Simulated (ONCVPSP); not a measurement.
**An ONCV potential for silicon, from input to tests**

Task: generate the file, and judge it by its errors in other configurations, its logarithmic derivatives, its ghosts and its cutoff.

The numbers are computed with ONCVPSP 4.0.1.1 (patched build) (PBE, scalar-relativistic, spin-unpolarised reference atom).

## Step 1: The design

Typed settings, in words:

| Quantity | Value |
| --- | --- |
| element | silicon (Si, Z = 14) |
| type | optimised norm-conserving Vanderbilt (ONCV) |
| frozen core | [He] |
| valence charge | 12 |
| reference configuration | 2s2 2p6 3s2 3p1.5 (charge +0.5) |
| partial waves | 2s+3s: rc 0.80 bohr, ncon 4, nbas 9, qcut 13.9 1/bohr, 2 projectors; 2p+3p: rc 1.10 bohr, ncon 4, nbas 8, qcut 14.3 1/bohr, 2 projectors; d scattering state at 0.1 Ha: rc 0.95 bohr, ncon 4, nbas 7, qcut 10.2 1/bohr, 2 projectors, debl 3.3 Ha |
| local potential | polynomial inside 0.75 bohr (lpopt 5, dvloc0 0 Ha) |
| core correction | polynomial model core, fcfact 0.3 |

An earlier all-electron run gives the scale for the radii.

All-electron outer shells of the reference configuration (PBE, scalar-relativistic, ld1.x):

```
shell  level (eV)  outermost node (bohr)  outermost maximum (bohr)
   1s    -1790.43                      –                      0.07
   2s     -143.93                   0.15                      0.45
   2p     -100.00                      –                      0.39
   3s      -14.73                   0.72                      1.77
   3p       -7.68                   0.72                      2.09
```

## Step 2: Generation

Contents of Si.dat:

```
# ATOM AND REFERENCE CONFIGURATION
# atsym  z   nc   nv     iexc    psfile
  Si 14.00    1    4        4      upf
#
#   n    l    f
    1    0    2.00
    2    0    2.00
    2    1    6.00
    3    0    2.00
    3    1    1.50
#
# PSEUDOPOTENTIAL AND OPTIMIZATION
# lmax
    2
#
#   l,   rc,      ep,       ncon, nbas, qcut
    0    0.80    0.00    4    9   13.90
    1    1.10    0.00    4    8   14.30
    2    0.95    0.10    4    7   10.20
#
# LOCAL POTENTIAL
# lloc, lpopt,  rc(5),   dvloc0
    4    5    0.75    0.00
#
# VANDERBILT-KLEINMAN-BYLANDER PROJECTORs
# l, nproj, debl
    0    2    3.30
    1    2    2.20
    2    2    3.30
#
# MODEL CORE CHARGE
# icmod, fcfact, rcfact
    1    0.30    0.00
#
# LOG DERIVATIVE ANALYSIS
# epsh1, epsh2, depsh
   -7.00    5.00    0.04
#
# OUTPUT GRID
# rlmax, drl
    6.00    0.01
#
# TEST CONFIGURATIONS
# ncnf
    4
# nvcnf
#   n    l    f
    4
    2    0    2.00
    2    1    6.00
    3    0    2.00
    3    1    2.00
#
    4
    2    0    2.00
    2    1    6.00
    3    0    2.00
    3    1    1.00
#
    4
    2    0    2.00
    2    1    6.00
    3    0    2.00
    3    1    0.00
#
    4
    2    0    1.00
    2    1    6.00
    3    0    2.00
    3    1    2.00
#
```

The run is started by

```bash
$ oncvpsp.x < Si.dat > Si.out
```

**Question.** What will these runs give? Wanted: cutoffs for 1 and 0.1 mHa per electron, occupied waves; bound ghosts; GHOST(+) flags; largest test error; largest phase difference near zero energy, channels read; rms error of d²Exc/dn², without and with the model core.

**Answer**, as computed:

```
                                                quantity                          value
  cutoffs for 1 and 0.1 mHa per electron, occupied waves                75 Ha and 85 Ha
                                            bound ghosts                     none found
                                          GHOST(+) flags             none at low energy
                            largest test error (AE − PS)  -416 meV, for 2s1 2p6 3s2 3p2
largest phase difference near zero energy, channels read                      0.000 rad
 rms error of d²Exc/dn², without and with the model core              1.00 and 1.93 mHa
```

By total energies transferability is fair for so large an energy: the largest error is 416 meV on 150.1 eV, for 2s1 2p6 3s2 3p2. That test lies far up in energy; among those under 40 eV, nearer to bonding, the largest error is 1.7 meV. By its cutoff, 75 Ha for the looser tolerance, it is very hard. No bound ghost shows below the valence levels. Near zero energy the phases of the channels with partial waves agree within 0.001 rad. These are tests on the free atom; a crystal test is still owed.
